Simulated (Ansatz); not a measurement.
**SrGaGe: one contact scaled**

One table from this session's results is given with a row withheld; the runs are named, their logs left out.

Computed with Ansatz 0.2.0 (DFT PBEsol, with the methods named in each step, unless a step's input says otherwise).

2 further runs of the same task are left out: 2 that didn't finish.

**Starting point**

The structure is hexagonal, space group P-6m2 (No. 187). The conventional cell has a = 4.269 Å, b = 4.269 Å, c = 4.712 Å, α = 90.00°, β = 90.00°, γ = 120.00°. Sr (site symmetry -6m2) has 6 Ga at 3.41 Å and 6 Ge at 3.41 Å as nearest neighbours. Around Ga (site symmetry -6m2) lie 3 Ge at 2.46 Å. Around Ge (site symmetry -6m2) lie 3 Ga at 2.46 Å.

Coordinates:

```
CELL_PARAMETERS angstrom
4.26941 0.00000 0.00000
-2.13470 3.69741 0.00000
0.00000 0.00000 4.71169
ATOMIC_POSITIONS crystal
Sr 0.00000 0.00000 0.00000
Ga 0.33333 0.66667 0.50000
Ge 0.66667 0.33333 0.50000
```

Atoms are numbered in the order of the input: Sr1, Ga2, Ge3.

The first run:

The input, input.yaml:

```yaml
crystal:
  lattice:
    - [4.2694062071, 0.0, 0.0]
    - [-2.1347031036, 3.6974142344, 0.0]
    - [0.0, 0.0, 4.7116895]
  atoms:
    - { symbol: Sr, position: [0.0, 0.0, 0.0] }
    - { symbol: Ga, position: [0.3333333333, 0.6666666667, 0.5] }
    - { symbol: Ge, position: [0.6666666667, 0.3333333333, 0.5] }
kpoints:
  mp_grid: { grid: [8, 8, 7] }
scf:
  occupations: { method: fermi_dirac, width: 0.05 }
hamiltonian:
  xc: pbesol
  pseudopotentials: { kind: all_electron, lapw: { basis_error: 0.001 } }
output:
  forces: true
  stress: true
  eigenvalues: true
  populations: true
```

Started as:

```sh
> ansatz run input.yaml --threads 1 --pin off --max-ram 3072MiB --backend cpu --events-out ev --progress --plain --runs-dir out
```

Steps of the session up to this table: The bond as given, LAPW; Shortest bond scaled by 1, norm-conserving; Shortest bond scaled by 0.88, LAPW; Shortest bond scaled by 0.82, LAPW; Shortest bond scaled by 0.76, LAPW; Shortest bond scaled by 0.64, norm-conserving.

One of the session's tables, all rows but one given; the rest of the session is left out.

| method | length (Å) | F from the given length (eV/cell) | force along the bond (eV/Å) | pressure (GPa) | largest force (eV/Å) |
| --- | --- | --- | --- | --- | --- |
| LAPW | 1.873 | 2.644 | 12.403 | 12.76 | 12.412 |
| LAPW | 2.021 | ? | ? | ? | ? |
| LAPW | 2.169 | 0.477 | 3.666 | 1.64 | 3.673 |
| LAPW | 2.465 | 0.000 | 0.000 | -1.03 | 0.000 |
| PAW | 1.578 | 9.387 | 38.175 | 40.88 | 38.183 |
| PAW | 1.873 | 2.649 | 12.382 | 12.72 | 12.392 |
| PAW | 2.021 | 1.249 | 7.003 | 5.80 | 7.010 |
| PAW | 2.169 | 0.478 | 3.676 | 1.64 | 3.683 |
| PAW | 2.465 | 0.000 | 0.000 | -1.03 | 0.000 |
| PAW (source ansatz) | 1.578 | – | 38.305 | 41.05 | 38.313 |
| norm-conserving | 1.578 | 9.370 | 37.540 | 40.12 | 37.550 |
| norm-conserving | 2.465 | 0.000 | 0.000 | -0.98 | 0.000 |

**Question.** Estimate the row for LAPW, 2.021.

As computed: F from the given length (eV/cell): 1.245; force along the bond (eV/Å): 6.976; pressure (GPa): 5.78; largest force (eV/Å): 6.983.

Limits of these values: Rows by PAW come from runs of the same series that aren't printed here. Warnings in the runs' records: gradients without spin orbit.
